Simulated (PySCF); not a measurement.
# C4H9F3Si: electronic excitations

Wanted: the electronic excitations of C4H9F3Si (`CCC(F)(F)[Si@H](C)F`), by calculation.

Programs: PySCF 2.14.0, with density-fitted response routines of our own. Each step states its level of theory. These are calculated values for one molecule in the gas phase, unless marked as measured. Atoms count from 0, in the outputs and in this text.

## 1. Starting geometry

17 atoms, charge 0, multiplicity 1; geometry from: GFN2-xTB.

Bonds of the start (Å): C0–C1 1.52, C1–C2 1.52, C2–F3 1.38, C2–F4 1.38, C2–Si5 1.94, Si5–C6 1.89, Si5–F7 1.62, C0–H8 1.09, C0–H9 1.09, C0–H10 1.09, C1–H11 1.09, C1–H12 1.09, Si5–H13 1.45, C6–H14 1.09, C6–H15 1.09, C6–H16 1.09.

## 2. Ultraviolet spectrum: wB97X-D/def2-SVPD

What the job is given:

```
{"job": {"kind": "uv", "xc": "wB97X-D", "basis": "def2-SVPD", "nstates": 8, "ntriplets": 3}, "charge": 0, "multiplicity": 1}
C     -1.722862    -0.590162     0.639366
C     -1.597994     0.359595    -0.543623
C     -0.202363     0.333195    -1.151587
F     -0.195862     1.165173    -2.251722
F      0.031509    -0.913635    -1.689853
Si     1.285234     0.841709    -0.008957
C      2.134361    -0.682505     0.708710
F      0.604496     1.688847     1.192330
H     -1.459552    -1.602483     0.341031
H     -1.072371    -0.279602     1.453369
H     -2.747307    -0.594315     1.002460
H     -2.313121     0.085287    -1.323690
H     -1.799738     1.386544    -0.235557
H      2.105671     1.808794    -0.716863
H      1.420698    -1.375544     1.149045
H      2.682004    -1.223637    -0.056998
H      2.840198    -0.395230     1.482628
```

Level: TDDFT wB97X-D/def2-SVPD, vertical, gas phase, core orbitals frozen in the response.

Launch:

```
$ OMP_NUM_THREADS=1 python probes_run.py task.json out
```

The driver reads the jobs from task.json and runs them one after another.

The log of the run:

```text
coarse grid: 14808 points
cycle   1  E = -746.1559374325  dE =  7.542e-01  |g| = 8.572e-01  |ddm| = 5.109e+00
cycle   2  E = -746.1286673323  dE =  2.727e-02  |g| = 1.023e+00  |ddm| = 1.820e+00
cycle   3  E = -746.2946958318  dE = -1.660e-01  |g| = 5.758e-02  |ddm| = 8.418e-01
cycle   4  E = -746.2953524468  dE = -6.566e-04  |g| = 2.618e-02  |ddm| = 1.239e-01
cycle   5  E = -746.2955188558  dE = -1.664e-04  |g| = 6.039e-03  |ddm| = 5.259e-02
cycle   6  E = -746.2955270553  dE = -8.200e-06  |g| = 1.971e-03  |ddm| = 1.387e-02
final grid: 139920 points
cycle   7  E = -746.3954202958  dE = -1.486e-04  |g| = 1.020e-02  |ddm| = 1.875e-01
cycle   8  E = -746.3954192623  dE =  1.034e-06  |g| = 1.167e-02  |ddm| = 3.152e-02
cycle   9  E = -746.3954397666  dE = -2.050e-05  |g| = 6.452e-04  |ddm| = 8.369e-03
cycle  10  E = -746.3954398720  dE = -1.054e-07  |g| = 4.390e-04  |ddm| = 2.990e-03
cycle  11  E = -746.3954399163  dE = -4.424e-08  |g| = 5.408e-05  |ddm| = 8.189e-04
cycle  12  E = -746.3954399172  dE = -9.111e-10  |g| = 2.925e-05  |ddm| = 1.672e-04
converged SCF energy = -746.3954399172

Static polarisability (au): isotropic 73.884, principal 66.728 74.953 79.970

Singlet excitations
state   eV       nm        f      main configurations
  1   7.4897    165.5   0.02952   H->L 0.84, H->L+1 0.10
  2   8.2200    150.8   0.02131   H->L+1 0.52, H->L+4 0.18
  3   8.4934    146.0   0.01661   H-1->L 0.88
  4   8.9871    138.0   0.00659   H->L+2 0.48, H->L+1 0.16, H->L+3 0.14
  5   9.0987    136.3   0.02157   H->L+2 0.23, H-1->L+1 0.21, H->L+5 0.12
  6   9.4566    131.1   0.18149   H-1->L+1 0.52, H->L+5 0.16
  7   9.5795    129.4   0.02385   H->L+3 0.62, H->L+2 0.13
  8   9.7231    127.5   0.16882   H->L+4 0.38, H->L+5 0.15, H-2->L 0.12

Triplet excitations (Tamm-Dancoff, eV): 7.0428 7.6484 8.0734
```

Wall time 1.8 min (1 thread of Intel Xeon at 2.70GHz, shared host); peak memory 1 GiB.

Frontier orbitals and where they lie:

```csv
orbital,eV,atoms
HOMO−3,-12.49,"C0 27 %, C1 22 %, F3 22 %"
HOMO−2,-12.03,"C1 25 %, C0 23 %, H12 10 %"
HOMO−1,-11.57,"C6 28 %, Si5 25 %, H13 19 %"
HOMO,-10.33,"C2 25 %, Si5 15 %, F3 15 %"
LUMO,1.90,"Si5 34 %, H13 12 %, F7 11 %"
LUMO+1,2.10,"C6 20 %, Si5 20 %, H16 8 %"
LUMO+2,2.81,"Si5 16 %, C1 12 %, C0 9 %"
```

With each of the 8 states as a Gaussian band of 0.4 eV half-width at 1/e, the curve within the window shown has maxima at 165 nm (ε 1,200), 148 nm (ε 1,400), 130 nm (ε 14,000) L/(mol cm). Beyond the last state computed it falls off for lack of states. The curve at chosen wavelengths:

(nm, ε (L/mol/cm)): (124, 5170), (126, 9259), (128, 12725), (131, 13436), (133, 10968), (135, 7659), (137, 4770), (140, 2223), (142, 1546), (144, 1351), (146, 1377), (149, 1428), (151, 1350), (153, 1196), (155, 1038), (158, 946), (160, 1007), (162, 1118), (164, 1210), (167, 1195), (169, 1065), (171, 871), (173, 655), (176, 370), (178, 232), (180, 136)

Leading natural transition orbitals of singlet state 6: the hole lies on H13 32 %; C6 17 %; Si5 13 %; the particle on H13, H16 about 20 % each; H14, H15 about 13 % each; Si5 7 %.

Leading natural transition orbitals of singlet state 1: the hole lies on C2 30 %; Si5 14 %; F3, F4 about 12 % each; the particle on Si5 29 %; H13 20 %; F7 11 %.

Further results of this job:

```
           property  computed
  dipole moment (D)      1.86
polarisability (Å³)     10.95
 HOMO–LUMO gap (eV)     12.23
      −ε(HOMO) (eV)     10.33
```

Orbitals, density, ELF and potential are computed afterwards from the orbital file.

Frontier orbitals at wB97X-D/def2-SVPD, with the share of their density that lies nearest to each atom:

| orbital | energy (eV) | lies on |
| --- | --- | --- |
| HOMO | -10.33 | C2 29 %; F3, F4 about 13 % each; Si5 13 % |
| LUMO | 1.90 | Si5 21 %; H13 21 %; F7 17 % |

ELF in a plane through or near 5 of the atoms.

Values, 10 rows by 14 columns:
```
0.00 0.00 0.00 0.00 0.00 0.00 0.00 0.00 0.00 0.00 0.00 0.00 0.00 0.00
0.00 0.00 0.00 0.00 0.00 0.00 0.00 0.04 0.04 0.00 0.00 0.00 0.00 0.00
0.00 0.00 0.00 0.01 0.29 0.03 0.24 0.82 0.80 0.24 0.00 0.00 0.00 0.00
0.00 0.00 0.00 0.03 0.51 0.28 0.08 0.65 0.69 0.03 0.18 0.02 0.00 0.00
0.00 0.00 0.01 0.06 0.30 0.25 0.83 0.29 0.92 0.84 1.00 0.76 0.00 0.00
0.00 0.00 0.07 0.57 0.39 0.68 0.08 0.04 0.31 0.59 0.19 0.01 0.00 0.00
0.00 0.00 0.14 0.43 0.73 0.99 0.13 0.08 0.94 0.78 0.45 0.07 0.00 0.00
0.00 0.00 0.01 0.04 0.59 0.98 0.02 0.04 0.60 0.31 0.18 0.03 0.00 0.00
0.00 0.00 0.00 0.00 0.00 0.00 0.00 0.00 0.00 0.00 0.00 0.00 0.00 0.00
0.00 0.00 0.00 0.00 0.00 0.00 0.00 0.00 0.00 0.00 0.00 0.00 0.00 0.00
```
The map spans 11.3 Å across and 10.0 Å up, centred on the molecule. Atoms in the plane (x, y in Å): C2 (0.4, 1.0), F3 (0.6, 2.4), C6 (-2.2, -0.7), H11 (2.5, 0.7), H14 (-1.6, -1.5).

log10 of the density (e/Å³) in the same plane.

Ten even steps from '0' (-4.0) to '9' (2.3):
```
0000000000000000000000000000
0000000000000111100000000000
0000000000111223221000000000
0000001112223445443100000000
0000001223234567653210000000
0000012333334679754321100000
0000112344444567654332210000
0000122344455667655554321000
0001223445555667666665321000
0012334555555556666654321000
0012345666554444566543221000
0012345676654344566543210000
0012345566654345666543221000
0001233455543334565543220000
0001222344433233444433210000
0000011222221122333221100000
0000000111110011111110000000
0000000000000000000000000000
0000000000000000000000000000
0000000000000000000000000000
```
The map spans 11.3 Å across and 10.0 Å up, centred on the molecule. Atoms in the plane (x, y in Å): C2 (0.4, 1.0), F3 (0.6, 2.4), C6 (-2.2, -0.7), H11 (2.5, 0.7), H14 (-1.6, -1.5).

On the surface of density 0.002 e/bohr³ the electrostatic potential runs, from the 1st to the 99th percentile, from -0.98 V near F3 to 1.44 V near H13.

## 3. What came out

| quantity | value |
| --- | --- |
| lowest singlet (wB97X-D/def2-SVPD) | 7.49 eV (166 nm), f = 0.030 |
| brightest single state of those computed | state 6, 9.46 eV, f = 0.181 |
| lowest triplet | 7.04 eV |
| surface potential, 1st and 99th percentile | -0.98 V and 1.44 V |

What this shows: The first singlet state (HOMO→LUMO 0.84, HOMO→LUMO+1 0.10) lies at 7.49 eV and is weak; of the 8 states computed, the strongest absorption comes from state 6 at 9.46 eV (the last state computed is bright too, and its partners may lie past the list). The lowest triplet lies 0.45 eV below the lowest singlet (triplets in Tamm-Dancoff, singlets in full TDDFT).
